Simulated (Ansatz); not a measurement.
**revPBE-D3(BJ)-ATM/6-311+G(d,p) run of CHAlClNO (SMILES O=C=[N][AlH][Cl])**

What is the vertical electron affinity of CHAlClNO at revPBE-D3(BJ)-ATM/6-311+G**? 

The calculation is run with Ansatz 0.2.0.

3 further runs of the same task are left out: 3 set aside as unsound or not needed.

### 1 The system as given

CHAlClNO: 6 atoms, total charge 0, spin state singlet. As SMILES, `O=C=[N][AlH][Cl]`. The coordinates come from a PBE0-D4/def2-TZVP relaxation. This is one conformer, not always the lowest.

Bond lengths: O1–C2 1.164 Å, C2–N3 1.197 Å, N3–Al4 1.756 Å, Al4–Cl5 2.083 Å, Al4–H6 1.562 Å. Angles: O1–C2–N3 179.3°, C2–N3–Al4 173.9°, N3–Al4–Cl5 117.9°, N3–Al4–H6 120.9°, Cl5–Al4–H6 121.2°.

### 2 The energy at revPBE-D3(BJ)-ATM/6-311+G(d,p)

in.yaml reads:

```yaml
basis:
  gaussian:
    orbitals: 6-311+G_st__st_-spherical.json
crystal:
  periodic: [false, false, false]
  atoms:
    - {symbol: O, position_ang: [-0.593600, -1.778800, -2.271400]}
    - {symbol: C, position_ang: [-0.424200, -1.086600, -1.351600]}
    - {symbol: N, position_ang: [-0.264000, -0.376900, -0.401600]}
    - {symbol: Al, position_ang: [0.146900, 0.686500, 0.934400]}
    - {symbol: Cl, position_ang: [2.090200, 1.431800, 1.025300]}
    - {symbol: H, position_ang: [-0.913300, 1.060100, 2.018700]}
total_charge: 0
hamiltonian:
  xc: {name: revPBE}
  dispersion: d3bjatm
```

The basis set 6-311+G** is read from a file made from the Basis Set Exchange's data (not shown).

The run is started by

```
$ ansatz run in.yaml --threads 1 --pin off --max-ram 2610MiB --events-out events.jsonl --progress --plain --runs-dir runs
```

The program printed:

```text
Warning: RAYON_NUM_THREADS=1 ignored (pool sized by the plan → 1); use --threads N
Functional definition: revPBE
  name "revPBE"
  parameter kappa = 1.245
  parameter beta = 0.06672455060314922
  exchange = pbe_x(kappa = kappa, mu = beta*pi^2/3)
  correlation = pbe_c(beta = beta)
1125 factors; their error is unknown
mean field evaluation 1: about -23699.9919 eV, gradient 7.3e1 eV
mean field evaluation 2: about -23669.9925 eV, gradient 1.2e2 eV
mean field evaluation 4: about -23709.1713 eV, gradient 1.8e1 eV
mean field evaluation 8: about -23709.7778 eV, gradient 1.7e-1 eV
mean field evaluation 16: about -23709.7494 eV, gradient 1.6e-4 eV
mean field -23709.74937881 eV, -871.3172186259 hartree, gradient 4.4e-5 eV, S^2 0.000000; 0 other end points of the search recorded, 0 dependent functions left out
reference -23709.74947604 eV, -871.3172221990 hartree; 26, 26 occupied and 106, 106 virtual orbitals, 1125 factors
Total energy: -23710.04146622 eV, -871.3279526402 hartree
```

It took 3.3 s on 1 thread of Intel Xeon Platinum 8259CL at 2.50GHz (Skylake/Cascade Lake), shared host; peak memory 0.27 GiB.

### 3 The doublet anion, same level

in.yaml: that of step 2 with these lines changed.

```diff
@@ -12,3 +12,2 @@
     - {symbol: H, position_ang: [-0.913300, 1.060100, 2.018700]}
-total_charge: 0
 hamiltonian:
@@ -16 +15,5 @@
   dispersion: d3bjatm
+total_charge: -1
+magnetization:
+  spin_polarized: true
+  initial_magnetization: 1
```

The basis set 6-311+G** is read from a file made from the Basis Set Exchange's data (not shown).

The run is started by

```
$ ansatz run in.yaml --threads 1 --pin off --max-ram 2610MiB --events-out events.jsonl --progress --plain --runs-dir runs
```

The program printed:

```text
Warning: RAYON_NUM_THREADS=1 ignored (pool sized by the plan → 1); use --threads N
Functional definition: revPBE
  name "revPBE"
  parameter kappa = 1.245
  parameter beta = 0.06672455060314922
  exchange = pbe_x(kappa = kappa, mu = beta*pi^2/3)
  correlation = pbe_c(beta = beta)
1125 factors; their error is unknown
mean field evaluation 1: about -23704.3429 eV, gradient 3.7e1 eV
mean field evaluation 2: about -23679.1654 eV, gradient 7.9e1 eV
mean field evaluation 4: about -23709.7705 eV, gradient 8.7e0 eV
mean field evaluation 8: about -23710.0248 eV, gradient 1.4e-1 eV
mean field evaluation 16: about -23709.9974 eV, gradient 2.3e-4 eV
mean field evaluation 32: about -23709.3949 eV, gradient 1.3e-2 eV
mean field -23709.99744132 eV, -871.3263347550 hartree, gradient 8.4e-6 eV, S^2 0.754217; 5 other end points of the search recorded, 0 dependent functions left out
reference -23709.99751488 eV, -871.3263374585 hartree; 27, 26 occupied and 105, 106 virtual orbitals, 1125 factors
Total energy: -23710.28950506 eV, -871.3370678996 hartree
```

It took 13 s on 1 thread of Intel Xeon Platinum 8259CL at 2.50GHz (Skylake/Cascade Lake), shared host; peak memory 0.32 GiB.

### 4 Results

Level: revPBE-D3(BJ)-ATM/6-311+G**.

```
                                         quantity          value
                   singlet CHAlClNO: total energy  -871.32795 Eh
              singlet CHAlClNO: dispersion energy  -28.17 kJ/mol
                      doublet anion: total energy  -871.33707 Eh
                 doublet anion: dispersion energy  -28.17 kJ/mol
                              doublet anion: ⟨S²⟩          0.754
vertical electron affinity (to the doublet anion)       0.248 eV
```

What this shows: At fixed nuclei the extra electron is bound by 0.25 eV (23.9 kJ/mol).
